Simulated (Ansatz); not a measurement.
# CH5BFNO: one species, many methods

Aim: compute CH5BFNO with functionals from several rungs and with coupled cluster. The yardstick is the atomisation energy at the CCSD(T) limit.

Method: functionals in def2-TZVPP, the program's frozen cores in correlated methods; program: Ansatz 0.2.0, Gaussian basis.

The runs, in order: PBE-D4, r2SCAN-D4, PBE0-D4, B3LYP-D4, ωB97X-V, ωB97M-V, B2PLYP; CCSD(T)/def2-TZVPP; MP2/def2-QZVPP; extrapolation to the limit.

## (1) The geometry

The geometry comes from an earlier relaxation with PBE0-D4 in a triple-zeta def2 set; it is a stationary point, not always the lowest conformer.

SMILES `NC(O)BF`, 10 atoms, charge 0, spin multiplicity 1.

Atoms are counted from 1 here; the program's logs count them from 0.

Bond lengths: N1–C2 1.465 Å, N1–H6 1.014 Å, N1–H7 1.011 Å, C2–O3 1.400 Å, C2–B4 1.569 Å, C2–H8 1.099 Å, O3–H9 0.964 Å, B4–F5 1.326 Å, B4–H10 1.199 Å. Angles: C2–N1–H6 112.7°, C2–N1–H7 112.9°, H6–N1–H7 109.8°, N1–C2–O3 110.0°, N1–C2–B4 103.6°, N1–C2–H8 106.3°, O3–C2–B4 111.7°, O3–C2–H8 111.9°, B4–C2–H8 112.8°, C2–O3–H9 107.1°, C2–B4–F5 119.2°, C2–B4–H10 122.2°, F5–B4–H10 118.1°.

## (2) PBE-D4 (GGA)

The input, in.yaml:

```yaml
crystal:
  periodic: [false, false, false]
  atoms:
    - {symbol: N, position_ang: [-0.379523, 0.240451, 1.138674]}
    - {symbol: C, position_ang: [-0.022316, -0.519098, -0.062573]}
    - {symbol: O, position_ang: [1.192499, -1.185415, 0.136084]}
    - {symbol: B, position_ang: [0.094979, 0.581176, -1.174632]}
    - {symbol: F, position_ang: [-0.957986, 0.846118, -1.935416]}
    - {symbol: H, position_ang: [0.185416, 1.074454, 1.257719]}
    - {symbol: H, position_ang: [-1.360929, 0.482802, 1.173270]}
    - {symbol: H, position_ang: [-0.850215, -1.219752, -0.242013]}
    - {symbol: H, position_ang: [1.127208, -1.647501, 0.979749]}
    - {symbol: H, position_ang: [1.053867, 1.295463, -1.267761]}
basis:
  gaussian: {orbitals: def2-TZVPP}
hamiltonian: {xc: pbe, dispersion: d4}
output: {forces: true, orbitals: {seedname: orbitals}}
```

The run is started by

```
$ ansatz run in.yaml --threads 4 --pin off --events-out ev --progress --plain --max-ram 10444MiB
```

The runs that follow: r2SCAN-D4 (meta-GGA); PBE0-D4 (hybrid); B3LYP-D4 (hybrid); ωB97X-V (range-separated); ωB97M-V (range-separated); B2PLYP (double hybrid); CCSD(T) in def2-TZVPP; MP2 in def2-QZVPP.

**Question.** What will the summary of the whole plan be? Wanted: atomisation energy, CCSD(T)/CBS; farthest; mean size of error, hybrid; mean size of error, range-separated; gap, smallest and largest; T1 diagnostic; triples share of the correlation energy.

The runs gave:

| quantity | value |
| --- | --- |
| atomisation energy, CCSD(T)/CBS | 3826.4 kJ/mol |
| functionals within 19.1 kJ/mol (0.5 %) | r2SCAN-D4, PBE0-D4, B3LYP-D4, ωB97X-V |
| farthest | PBE-D4 (+120.2 kJ/mol) |
| mean size of error, hybrid | 14.1 kJ/mol |
| mean size of error, range-separated | 19.5 kJ/mol |
| gap, smallest and largest | 4.27 eV (PBE-D4), 11.29 eV (ωB97X-V) |
| T1 diagnostic | 0.0131 |
| triples share of the correlation energy | 3.5 % |

PBE-D4 is off by +120.2 kJ/mol. Double hybrids carry the basis error of their MP2 part in triple zeta, and no dispersion term here, so their miss is partly the set-up's. Misses under about 19.1 kJ/mol are within the doubt on the reference itself, which lacks core-valence correlation, relativity and higher excitations. Hartree-Fock recovers 70 % of the binding; the rest is correlation. The gap grows from 4.3 to 11.3 eV across the functionals, mostly with the share of exact exchange.
